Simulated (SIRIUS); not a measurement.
The system is GaGe.

```
Ge Ga
1.0
     0.00000    2.89784    2.89784
     2.89784    0.00000    2.89784
     2.89784    2.89784    0.00000
Ge Ga
1 1
Direct
  0.00000 0.00000 0.00000
  0.25000 0.25000 0.25000
```

The cell comes from a database or a generator and needn't be the stable form of this composition.

Base run:

```yaml
Program: SIRIUS 7.12.0
Functional: HLE16
Potentials_or_basis: PseudoDojo 0.4.1 PBE standard (scalar relativistic)
Cutoff: 1102 eV
Density_cutoff: 4408 eV
k_mesh: 7 × 7 × 7
Occupations: fermi-dirac, width 0.05 eV
Spin: no spin polarisation
```

Its results: band gap on the k mesh none (metal or under the smearing width); pressure -5.7 GPa.

**Question.** The run is repeated on the same cell with these changes: functional from HLE16 to PW91; libxc names from ["XC_GGA_XC_HLE16"] to ["XC_GGA_X_PW91", "XC_GGA_C_PW91"]. What comes out?

**Answer.** Band gap on the k mesh none (metal or under the smearing width); pressure 0.1 GPa.

Caveats: the potentials were made for another functional, which shifts forces and pressure; the potentials were made for a functional far from this one (some runs).
